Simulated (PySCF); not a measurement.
# C3H5ClOSi: the cost of one run

Programs: PySCF 2.14.0, with density-fitted response routines of our own. Each step states its level of theory. These are calculated values for one molecule in the gas phase, unless marked as measured. Atoms are numbered from 0 throughout.

## 1. The starting structure

11 atoms, charge 0, multiplicity 1; geometry from: PBE0-D3(BJ)/def2-SVP.

Bonds of the start (Å): O0–C1 1.21, C1–Si2 1.91, Si2–C3 1.87, C3–C4 1.52, C4–Cl5 1.76, C4–Si2 1.88, C1–H6 1.12, Si2–H7 1.48, C3–H8 1.10, C3–H9 1.10, C4–H10 1.10.

## 2. Ultraviolet spectrum: LDA/def2-SVPD

Job settings and geometry (Å):

```
{"job": {"kind": "uv", "xc": "LDA", "basis": "def2-SVPD", "ip": true}, "charge": 0, "multiplicity": 1}
O      1.847748     0.662465    -0.994225
C      1.652397    -0.296585    -0.287391
Si    -0.100573    -0.550466     0.428997
C     -1.440584     0.263056    -0.591755
C     -1.010143     1.083294     0.607858
Cl    -2.190591     1.357719     1.888382
H      2.488333    -1.008344    -0.049213
H     -0.408041    -1.689324     1.326458
H     -2.444167    -0.172993    -0.541068
H     -1.175309     0.666033    -1.576206
H     -0.433650     1.988760     0.386770
```

Method: TDDFT LDA/def2-SVPD, vertical, gas phase, core orbitals frozen in the response.

Started as:

```
> OMP_NUM_THREADS=1 python probes_run.py task.json out
```

One launch serves the whole session: the jobs run in the order shown.

Q: Estimate the wall time and peak memory of this first job on 1 thread of Arm Neoverse V1, shared host.

About 98 s, with a peak of 0.49 GiB.
